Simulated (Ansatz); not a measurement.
# LuCd: bands on a fine mesh, and optics

What do the bands imply for light and for carriers? Levels are solved on a fine mesh after the ground state. Runs: cell and atoms relaxed (PAW); reference run (PAW and LAPW); spin-orbit coupling on (PAW and LAPW).

Method: DFT PBEsol, frozen-core PAW and all-electron LAPW, scalar-relativistic unless said, in Ansatz 0.2.0.

### Step 1. Starting point

Symmetry: Pm-3m, No. 221, cubic system. Conventional cell: a = 3.641 Å, b = 3.641 Å, c = 3.641 Å, α = 90.00°, β = 90.00°, γ = 90.00°. Around Lu (site symmetry m-3m) lie 8 Cd at 3.15 Å. Cd (site symmetry m-3m) has 8 Lu at 3.15 Å as nearest neighbours.

Coordinates:

```cif
data_structure
_symmetry_space_group_name_H-M 'P 1'
_symmetry_Int_Tables_number 1
_cell_length_a 3.6410
_cell_length_b 3.6410
_cell_length_c 3.6410
_cell_angle_alpha 90.000
_cell_angle_beta 90.000
_cell_angle_gamma 90.000
_cell_volume 48.27
loop_
_atom_site_label
_atom_site_type_symbol
_atom_site_fract_x
_atom_site_fract_y
_atom_site_fract_z
_atom_site_occupancy
Lu1 Lu 0.50000 0.50000 0.50000 1
Cd1 Cd 0.00000 0.00000 0.00000 1
```

Cartesian axes are those of the input's lattice vectors. The structure goes back to a database entry.

### Step 2. Cell and atoms relaxed, PAW

The input, input.yaml:

```yaml
crystal:
  lattice:
    - [3.64099005, 0.0, 0.0]
    - [0.0, 3.64099005, 0.0]
    - [0.0, 0.0, 3.64099005]
  atoms:
    - { symbol: Lu, position: [0.5, 0.5, 0.5] }
    - { symbol: Cd, position: [0.0, 0.0, 0.0] }
kpoints:
  mp_grid: { grid: [10, 10, 10] }
scf:
  occupations: { method: fermi_dirac, width: 0.08 }
hamiltonian:
  xc: pbesol
  pseudopotentials: { kind: paw }
relax:
  f_tol: 0.002
  max_steps: 80
  cell: {}
output:
  forces: true
  stress: true
```

Command:

```console
$ ansatz run input.yaml --threads 1 --pin off --max-ram 3072MiB --backend cpu --events-out ev --progress --plain --runs-dir out
```

### Step 3. Reference run, fine mesh, PAW

The input, input.yaml:

```yaml
crystal:
  lattice:
    - [3.6089642733, 0.0, 0.0]
    - [0.0, 3.6089642733, 0.0]
    - [0.0, 0.0, 3.6089642733]
  atoms:
    - { symbol: Lu, position: [0.5, 0.5, 0.5] }
    - { symbol: Cd, position: [0.0, 0.0, 0.0] }
kpoints:
  mp_grid: { grid: [10, 10, 10] }
scf:
  occupations: { method: fermi_dirac, width: 0.08 }
hamiltonian:
  xc: pbesol
  pseudopotentials: { kind: paw }
output:
  forces: true
  stress: true
  eigenvalues: true
  eigenstates:
    nscf_kmesh: { grid: [16, 16, 16] }
    de_dk: true
    e_range: [-14, 14]
  optics:
    e_range: [0, 20]
    de: 0.2
    sigma: 0.2
    bands: { spectra_wanted_up_to: 20 }
    nscf_kmesh: { grid: [16, 16, 16] }
    drude_damping: 0.1
checkpoint:
  write: ck
  write_wavefunctions: false
```

### Step 4. Reference run, fine mesh, LAPW

Edit input.yaml of step 3 so:

```diff
@@ -14,3 +14,3 @@
   xc: pbesol
-  pseudopotentials: { kind: paw }
+  pseudopotentials: { kind: all_electron, lapw: { basis_error: 0.001 } }
 output:
```

### Step 5. Spin-orbit coupling on, fine mesh, PAW

The input, input.yaml:

```yaml
crystal:
  lattice:
    - [3.6089642733, 0.0, 0.0]
    - [0.0, 3.6089642733, 0.0]
    - [0.0, 0.0, 3.6089642733]
  atoms:
    - { symbol: Lu, position: [0.5, 0.5, 0.5] }
    - { symbol: Cd, position: [0.0, 0.0, 0.0] }
kpoints:
  mp_grid: { grid: [10, 10, 10] }
scf:
  occupations: { method: fermi_dirac, width: 0.08 }
hamiltonian:
  xc: pbesol
  pseudopotentials: { kind: paw_fr }
magnetization:
  noncollinear: true
  spin_orbit: true
output:
  forces: true
  stress: true
  eigenvalues: true
  eigenstates:
    nscf_kmesh: { grid: [12, 12, 12] }
    de_dk: true
    e_range: [-14, 14]
checkpoint:
  write: ck
  write_wavefunctions: false
```

### Step 6. Spin-orbit coupling on, fine mesh, LAPW

Edit input.yaml of step 5 so:

```diff
@@ -14,3 +14,3 @@
   xc: pbesol
-  pseudopotentials: { kind: paw_fr }
+  pseudopotentials: { kind: all_electron, lapw: { basis_error: 0.001 } }
 magnetization:
```

(Steps that only read results are left out.)

Before running it: what results should come out? Wanted: states at the Fermi level; bare Sommerfeld coefficient; plasma energy; strongest local maximum of Im εxx; peak of the loss function along x.

**Answer**, as computed:

```
                         quantity                      value
  states at the Fermi level (PAW)       0.75 per eV and atom
      bare Sommerfeld coefficient  1.77 mJ/(K² mol of atoms)
          plasma energy (x, y, z)           4.7, 4.7, 4.7 eV
strongest local maximum of Im εxx                     1.2 eV
peak of the loss function along x                    13.2 eV
```

**Reading.** Without spin-orbit coupling it is a metal with 3 bands crossing the Fermi level, 0.75 states per eV and atom there and a mean speed of 0.49 × 10⁶ m/s. These are bare band values on this mesh, without coupling to phonons. The spectra hold no excitons and no local fields. Cautions: frozen-core PAW files fitted under PBE, their cores solved anew for the functional of the run; filled d bands lie too high at this level, so their transitions start too early; these sums move with the mesh, by several per cent and more for small sheets.
